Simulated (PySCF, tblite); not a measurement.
# C7H9F: a rotation path, then NMR shifts on frames, part 2 of 2

tblite 0.8.0 and PySCF 2.14.0. Atoms count from 0. Earlier steps stand in the parts before.

### Step 6. Shielding tensors: image 6, PBE0/pcSseg-1

What the job is given:

```
{"job": {"kind": "nmr", "xc": "PBE0", "basis": "pcSseg-1", "pop": false}, "charge": 0, "multiplicity": 1}
C      1.493400    -0.920900    -1.678000
C      0.617500    -0.793700    -0.692200
C     -0.254300    -1.932800    -0.257300
C      0.459000     0.482300     0.062900
C     -0.659000     0.615000     1.060600
C     -0.723400     2.096200     1.064200
F      0.374900     2.825800     1.446200
C     -0.727200     1.369100    -0.229800
H      1.604400    -1.851800    -2.207800
H      2.125900    -0.110800    -1.998000
H     -1.306800    -1.669300    -0.350800
H     -0.052700    -2.167100     0.787500
H     -0.064800    -2.818900    -0.856300
H      1.395900     0.987100     0.283600
H     -1.277400    -0.109100     1.544700
H     -1.616600     2.606100     1.409600
H     -1.395800     1.404900    -1.062500
```

Level: GIAO PBE0/pcSseg-1 NMR shielding, non-relativistic, gas phase.

Log:

```text
coarse grid: 14272 points
cycle   1  E = -371.3164857457  dE =  1.347e+00  |g| = 5.455e-01  |ddm| = 3.755e+00
cycle   2  E = -371.2941751864  dE =  2.231e-02  |g| = 6.954e-01  |ddm| = 1.041e+00
cycle   3  E = -371.3781056270  dE = -8.393e-02  |g| = 7.899e-02  |ddm| = 5.955e-01
cycle   4  E = -371.3791454854  dE = -1.040e-03  |g| = 3.119e-02  |ddm| = 8.588e-02
cycle   5  E = -371.3793499209  dE = -2.044e-04  |g| = 7.466e-03  |ddm| = 3.614e-02
cycle   6  E = -371.3793600966  dE = -1.018e-05  |g| = 3.619e-03  |ddm| = 9.913e-03
cycle   7  E = -371.3793631354  dE = -3.039e-06  |g| = 6.708e-04  |ddm| = 3.263e-03
final grid: 138408 points
cycle   8  E = -371.4351367169  dE = -6.059e-05  |g| = 9.189e-03  |ddm| = 4.740e-02
cycle   9  E = -371.4351303925  dE =  6.324e-06  |g| = 1.107e-02  |ddm| = 1.875e-02
cycle  10  E = -371.4351574808  dE = -2.709e-05  |g| = 1.514e-03  |ddm| = 1.000e-02
cycle  11  E = -371.4351578684  dE = -3.876e-07  |g| = 2.517e-04  |ddm| = 1.468e-03
cycle  12  E = -371.4351578775  dE = -9.072e-09  |g| = 1.332e-04  |ddm| = 2.680e-04
cycle  13  E = -371.4351578816  dE = -4.123e-09  |g| = 2.798e-05  |ddm| = 1.278e-04
cycle  14  E = -371.4351578818  dE = -1.789e-10  |g| = 6.216e-06  |ddm| = 3.157e-05
converged SCF energy = -371.4351578818

GIAO shielding tensors (ppm)
atom      isotropic    diamagn.    paramagn.     s11        s22        s33       span
  0 C       66.712     251.271    -184.559    -42.093     93.125    149.102    191.195
  1 C       38.084     257.976    -219.892    -82.356     38.111    158.497    240.852
  2 C      162.470     247.058     -84.588    145.276    158.241    183.892     38.616
  3 C      147.066     248.554    -101.488    111.086    147.009    183.103     72.017
  4 C      167.805     250.148     -82.343    122.465    180.551    200.400     77.935
  5 C       98.745     250.156    -151.412     58.507     76.358    161.369    102.862
  6 F      415.663     473.728     -58.065    382.011    400.275    464.704     82.694
  7 C      166.176     251.781     -85.605    120.483    178.623    199.423     78.939
  8 H       26.312      30.155      -3.842     23.212     25.041     30.684      7.472
  9 H       26.374      31.203      -4.829     22.682     24.924     31.516      8.834
 10 H       30.039      30.605      -0.566     25.395     30.663     34.058      8.663
 11 H       29.929      29.737       0.192     25.454     29.223     35.110      9.656
 12 H       30.025      29.476       0.549     25.873     28.394     35.809      9.937
 13 H       28.731      31.154      -2.423     20.658     29.606     35.929     15.271
 14 H       29.341      32.451      -3.110     22.994     28.546     36.484     13.490
 15 H       26.510      30.138      -3.628     21.077     26.775     31.677     10.601
 16 H       29.652      32.509      -2.857     24.194     27.599     37.163     12.970
```

Wall time 28 s (1 thread of Intel Xeon Platinum 8488C, shared host); peak memory 0.86 GiB.

In short: δ C1 148.8, C0 120.2, C5 88.2, C3 39.9, H8 5.40, H9 5.34 ppm.

### Step 7. NMR shieldings: image 8, PBE0/pcSseg-1

What the job is given:

```
{"job": {"kind": "nmr", "xc": "PBE0", "basis": "pcSseg-1", "pop": false}, "charge": 0, "multiplicity": 1}
C      1.731700    -1.031200    -1.392000
C      0.612500    -0.776500    -0.727700
C     -0.476700    -1.795700    -0.581500
C      0.399300     0.550000    -0.099400
C     -0.313200     0.656800     1.226700
C     -0.698600     2.083500     1.091900
F      0.271900     3.042400     0.935400
C     -0.987500     1.137800    -0.014100
H      1.911500    -1.985800    -1.855200
H      2.511200    -0.295800    -1.496400
H     -1.398700    -1.439000    -1.038000
H     -0.679500    -1.994500     0.469500
H     -0.192300    -2.728000    -1.061700
H      1.219300     1.240500    -0.274300
H     -0.522900    -0.064500     1.986400
H     -1.501900     2.499600     1.690500
H     -1.893200     0.912400    -0.533500
```

With the program's defaults for keys left out, this is: GIAO PBE0/pcSseg-1 NMR shielding, non-relativistic, gas phase.

Log:

```text
coarse grid: 14272 points
cycle   1  E = -371.3209240022  dE =  1.354e+00  |g| = 5.463e-01  |ddm| = 3.757e+00
cycle   2  E = -371.2977453203  dE =  2.318e-02  |g| = 6.990e-01  |ddm| = 1.087e+00
cycle   3  E = -371.3827985965  dE = -8.505e-02  |g| = 8.063e-02  |ddm| = 6.327e-01
cycle   4  E = -371.3838927540  dE = -1.094e-03  |g| = 3.177e-02  |ddm| = 9.046e-02
cycle   5  E = -371.3841041256  dE = -2.114e-04  |g| = 8.189e-03  |ddm| = 3.729e-02
cycle   6  E = -371.3841167849  dE = -1.266e-05  |g| = 3.813e-03  |ddm| = 1.055e-02
cycle   7  E = -371.3841202027  dE = -3.418e-06  |g| = 6.513e-04  |ddm| = 3.383e-03
final grid: 138408 points
cycle   8  E = -371.4384016418  dE = -5.617e-05  |g| = 8.937e-03  |ddm| = 4.917e-02
cycle   9  E = -371.4383953316  dE =  6.310e-06  |g| = 1.078e-02  |ddm| = 1.861e-02
cycle  10  E = -371.4384213426  dE = -2.601e-05  |g| = 1.524e-03  |ddm| = 1.005e-02
cycle  11  E = -371.4384217501  dE = -4.075e-07  |g| = 2.492e-04  |ddm| = 1.559e-03
cycle  12  E = -371.4384217590  dE = -8.871e-09  |g| = 1.454e-04  |ddm| = 2.845e-04
cycle  13  E = -371.4384217639  dE = -4.935e-09  |g| = 2.412e-05  |ddm| = 1.351e-04
cycle  14  E = -371.4384217641  dE = -1.265e-10  |g| = 6.662e-06  |ddm| = 2.889e-05
converged SCF energy = -371.4384217641

GIAO shielding tensors (ppm)
atom      isotropic    diamagn.    paramagn.     s11        s22        s33       span
  0 C       68.234     251.528    -183.294    -35.904     95.491    145.114    181.018
  1 C       38.679     258.311    -219.632    -80.544     37.253    159.327    239.871
  2 C      166.877     247.012     -80.135    155.614    156.719    188.299     32.685
  3 C      144.911     248.317    -103.406    109.664    140.460    184.610     74.946
  4 C      166.547     249.645     -83.098    123.960    177.251    198.429     74.469
  5 C       99.395     250.342    -150.947     59.419     75.899    162.866    103.448
  6 F      415.670     474.112     -58.443    384.207    397.555    465.247     81.040
  7 C      166.777     251.118     -84.341    124.087    177.642    198.602     74.514
  8 H       26.524      30.055      -3.531     23.481     25.070     31.022      7.542
  9 H       26.284      31.292      -5.007     22.848     24.898     31.107      8.259
 10 H       30.206      30.102       0.104     24.966     30.564     35.089     10.123
 11 H       30.236      30.365      -0.129     24.927     30.899     34.882      9.955
 12 H       29.978      29.358       0.620     25.847     28.260     35.825      9.978
 13 H       28.926      32.193      -3.267     20.550     30.422     35.805     15.254
 14 H       29.378      32.260      -2.882     23.255     28.083     36.797     13.542
 15 H       26.473      30.179      -3.706     20.903     26.893     31.622     10.719
 16 H       29.354      32.549      -3.195     23.168     28.128     36.765     13.596
```

It took 26 s on 1 thread of Intel Xeon Platinum 8488C, shared host; peak memory 1 GiB.

In short: δ C1 148.2, C0 118.7, C5 87.5, C3 42.0, H9 5.43, H15 5.24 ppm.

### Step 8. Side by side: NMR shifts

Shifts (ppm) of some atoms, chosen among heavy atoms and hydrogens apart, with basis size and wall time:

```
  frame     C1     C0    C2    C4    C7    H9   H11  functions  time
image 0  153.4  113.0  27.8  25.3  24.4  4.59  2.17        181  36 s
image 2  152.4  116.7  27.0  25.1  16.9  4.91  2.13        181  26 s
image 5  150.3  121.5  26.2  18.3  21.7  5.34  1.95        181  27 s
image 6  148.8  120.2  24.5  19.1  20.7  5.34  1.79        181  28 s
image 8  148.2  118.7  20.0  20.4  20.1  5.43  1.48        181  26 s
```

### Step 9. Results

The summary covers parts 1 to 2.

| quantity | value |
| --- | --- |
| barrier | 0.098 eV (2.3 kcal/mol) at image 5 |
| end to end (GFN2-xTB) | 0.012 eV |
| ¹³C shifts against TMS (PBE0/pcSseg-1, image 0) | 153.4, 113.0, 86.3, 37.4, 27.8, 25.3, 24.4 ppm |
| ¹H shifts against TMS (PBE0/pcSseg-1, image 0) | 5.18, 5.15, 4.59, 2.36, 2.20, 2.19, 2.17, 2.15, 1.94 ppm |
| ¹⁹F shifts against CFCl3 (PBE0/pcSseg-1, image 0) | -244.8 ppm |
| surface potential, 1st and 99th percentile | -1.15 V and 1.05 V |
| range of the shift of C0 | 113.0 to 121.5 ppm |

In words: Along the band the dihedral turns by 180°, and the top (dihedral -31°) lies 2.3 kcal/mol above the start (GFN2-xTB, rough), so at room temperature this motion is fast. Ends this close can change order at a higher level. The top was not checked by a frequency run. Shifts at one fixed geometry are not the observed spectrum, which averages over the motion. In the first frame run (image 0): The widest tensor belongs to C1: span 248 ppm, with a paramagnetic part of -226 ppm. In ppm, C0 moves most: its shift spreads over 8.5 ppm, from 113.0 (image 0) to 121.5 (image 5).
